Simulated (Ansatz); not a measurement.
Geometry optimisation, DFT PBE-D3(BJ), scalar-relativistic, plane waves, PAW (Ansatz).

The input (input.yaml):

```yaml
crystal:
  lattice:
    - [-2.29, -3.966396, 0.0]
    - [3.435, -1.983198, 0.0]
    - [0.0, 0.0, 7.17686]
  atoms:
    - { symbol: Be, position: [0.75000007, 0.50000004, 0.0] }
    - { symbol: Be, position: [0.50000004, 0.33333336, 0.25] }
    - { symbol: Be, position: [0.75000007, 0.50000004, 0.5] }
    - { symbol: Be, position: [0.50000004, 0.33333336, 0.75] }
    - { symbol: Be, position: [0.50000003, 2.0e-08, 0.0] }
    - { symbol: Be, position: [0.25000004, 0.83333336, 0.25] }
    - { symbol: Be, position: [0.50000003, 2.0e-08, 0.5] }
    - { symbol: Be, position: [0.25000004, 0.83333336, 0.75] }
    - { symbol: Be, position: [0.25000003, 0.50000002, 0.0] }
    - { symbol: Be, position: [1.0e-08, 0.33333334, 0.25] }
    - { symbol: Be, position: [0.25000003, 0.50000002, 0.5] }
    - { symbol: Be, position: [1.0e-08, 0.33333334, 0.75] }
    - { symbol: Be, position: [0.0, 0.0, 0.0] }
    - { symbol: Be, position: [0.75000008, 0.83333338, 0.25] }
    - { symbol: Be, position: [0.0, 0.0, 0.5] }
    - { symbol: Be, position: [0.75000008, 0.83333338, 0.75] }
    - { symbol: H, position: [0.23895279, 0.15893016, 0.87015345] }
basis:
  ecutwfc: 420.0
kpoints:
  mp_grid: { grid: [5, 6, 4] }
hamiltonian:
  xc: pbe
  dispersion: d3bj
scf:
  occupations: { method: gaussian, width: 0.1 }
  lower_state_search: "off"
relax:
  f_tol: 0.03
  max_steps: 60
  adjacent_minimum: "off"
output:
  write_density: true
  write_potential: true
  elf: true
  volumetric_format: npy
```

Command:

```bash
$ ansatz run input.yaml --threads 2 --pin off --max-ram 5120MiB --backend cpu --events-out ev --progress --plain --runs-dir out
```

**Question.** Where does it end, and by what steps?

**Answer.** It converged. Limits of this set-up: coarse k mesh, odd electron count without spin. After 3 steps the energy has fallen by 0.087 eV; H17 moved furthest, 0.06 Å.

| step | energy less start (eV) | largest force component (eV/Å) | accepted |
| --- | --- | --- | --- |
| 0 | 0.0000 | 0.541 | yes |
| 1 | -0.0647 | 0.257 | yes |
| 2 | -0.0852 | 0.070 | yes |
| 3 | -0.0868 | 0.006 | yes |

```xyz
17
Lattice="-2.2900 -3.9664 0.0000 3.4350 -1.9832 0.0000 0.0000 0.0000 7.1769" Properties=species:S:1:pos:R:3
Be 0.007 -3.967 -0.001
Be 0.001 -2.649 1.787
Be 0.006 -3.967 3.565
Be -0.002 -2.679 5.358
Be -1.178 -2.000 0.021
Be 2.304 -2.650 1.807
Be -1.152 -1.983 3.592
Be 2.259 -2.623 5.359
Be 1.176 -1.998 0.020
Be 1.151 -0.655 1.787
Be 1.131 -1.972 3.573
Be 1.179 -0.637 5.358
Be 0.000 0.043 0.021
Be 1.139 -4.621 1.813
Be 0.000 0.010 3.592
Be 1.137 -4.619 5.379
H 0.001 -1.316 6.278
```

Whether the end is a true minimum wasn't checked by a vibrational analysis.

Run time: 2.5 min on 2 threads of Intel(R) Xeon(R) Processor @ 2.50GHz (Skylake/Cascade Lake) (shared host), peak memory 0.55 GiB.
